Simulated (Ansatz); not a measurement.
# NbTe8Mo3: the cost of one run

Computed with Ansatz 0.2.0 (DFT PBE, scalar-relativistic, plane waves, PAW, unless a step's input says otherwise).

**1. The structure to begin with**

Symmetry: P-6m2, No. 187, hexagonal system. Conventional cell: a = 3.694 Å, b = 3.694 Å, c = 29.341 Å, α = 90.00°, β = 90.00°, γ = 120.00°. Around Nb (site symmetry -6m2) lie 6 Te at 2.85 Å. Te (site symmetry 3m) is surrounded by 3 Nb at 2.85 Å. Te (site symmetry 3m) has 3 Mo at 2.85 Å in its first shell of neighbours. Around Mo (site symmetry 3m) lie 6 Te at 2.85 Å. Around Mo (site symmetry -6m2) lie 6 Te at 2.85 Å.

Structure file:

```cif
data_structure
_symmetry_space_group_name_H-M 'P-6m2'
_symmetry_Int_Tables_number 187
_cell_length_a 3.6937
_cell_length_b 3.6937
_cell_length_c 29.3414
_cell_angle_alpha 90.000
_cell_angle_beta 90.000
_cell_angle_gamma 120.000
_cell_volume 346.69
loop_
_atom_site_label
_atom_site_type_symbol
_atom_site_symmetry_multiplicity
_atom_site_Wyckoff_symbol
_atom_site_fract_x
_atom_site_fract_y
_atom_site_fract_z
_atom_site_occupancy
Nb1 Nb 1 e 0.66667 0.33333 0.00000 1
Te1 Te 2 h 0.33333 0.66667 0.93550 1
Te2 Te 2 h 0.33333 0.66667 0.43550 1
Te3 Te 2 i 0.66667 0.33333 0.68550 1
Te4 Te 2 i 0.66667 0.33333 0.18550 1
Mo1 Mo 2 h 0.33333 0.66667 0.75000 1
Mo2 Mo 1 f 0.66667 0.33333 0.50000 1
```

The start is an ordering of an alloy on its end members' structure types: elements ordered on the sites of the Te2Mo type, Nb/Mo on Mo (P-6m2, No. 187).

**2. A first look at the guess**

The input, input.yaml:

```yaml
crystal:
  lattice:
    - [3.69371435, 0.0, 0.0]
    - [-1.84685718, 3.19885046, 0.0]
    - [0.0, 0.0, 29.34141797]
  atoms:
    - { symbol: Nb, position: [0.66666667, 0.33333333, 0.0] }
    - { symbol: Te, position: [0.33333333, 0.66666667, 0.9355] }
    - { symbol: Te, position: [0.33333333, 0.66666667, 0.4355] }
    - { symbol: Te, position: [0.66666667, 0.33333333, 0.6855] }
    - { symbol: Te, position: [0.66666667, 0.33333333, 0.1855] }
    - { symbol: Te, position: [0.33333333, 0.66666667, 0.0645] }
    - { symbol: Te, position: [0.33333333, 0.66666667, 0.5645] }
    - { symbol: Te, position: [0.66666667, 0.33333333, 0.8145] }
    - { symbol: Te, position: [0.66666667, 0.33333333, 0.3145] }
    - { symbol: Mo, position: [0.33333333, 0.66666667, 0.75] }
    - { symbol: Mo, position: [0.33333333, 0.66666667, 0.25] }
    - { symbol: Mo, position: [0.66666667, 0.33333333, 0.5] }
basis:
  ecutwfc: 420
kpoints:
  mp_grid: { grid: [6, 6, 1] }
hamiltonian:
  xc: pbe
scf:
  occupations: { method: gaussian, width: 0.1 }
  lower_state_search: "off"
output:
  forces: true
  stress: true
  eigenvalues: true
```

Launch:

```console
ansatz run input.yaml --threads 4 --pin off --max-ram 8192MiB --backend cpu --events-out ev --progress --plain --runs-dir out
```

Q: Estimate wall time and peak memory on 4 threads of Intel Xeon at 2.70GHz, shared host.

About 12 s, with a peak of 1.1 GiB.
